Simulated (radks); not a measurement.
**He⁺ in 1s1: an all-electron calculation**

Wanted: eigenvalues, radial structure and energy terms of the helium ion He+.

The numbers are computed with radks (a radial shooting solver on a logarithmic mesh, Libxc functionals) version 1 (non-relativistic Kohn-Sham, PBE, spin-polarised, spherical densities, point nucleus; open shells are filled with parallel spins first), except any that are marked as measured or tabulated.

## (1) What is computed

```
element       : helium (Z = 2)
charge        : +1
electrons     : 1
configuration : 1s1
```

The outer shells:

He⁺
```
1s [↑ ]
```

## (2) The run

The run's settings:

```text
Z 2
configuration 1s1 2s0 2p0
relativity non-relativistic
functional pbe,pbe
spin polarised
nucleus point
```

Run with:

```sh
$ python run_ks.py task.json out
```

This one command runs every case of the session in turn.

What does the calculation give?

As calculated:

```
                        quantity                    value
                    total energy         -1.99377 hartree
exchange-correlation share of it                  30.77 %
                            −T/E                   0.9970
          highest occupied level        1s up, -42.039 eV
    most extended occupied level  1s up, <r> = 0.761 bohr
 radius at density 0.001 e/bohr³                1.99 bohr
    maxima of the radial density                        1
         ionisation energy, NIST       54.418 (theory) eV
```

**Reading.** The radial density shows 1 maxima for 1 occupied principal shells. −T/E = 0.9970, near the virial value of 1. Minus the highest eigenvalue, 42.039 eV, is 77 % of the tabulated ionisation energy (54.418 eV); the potential of a semilocal functional falls off too fast, so its top eigenvalue is too shallow. 
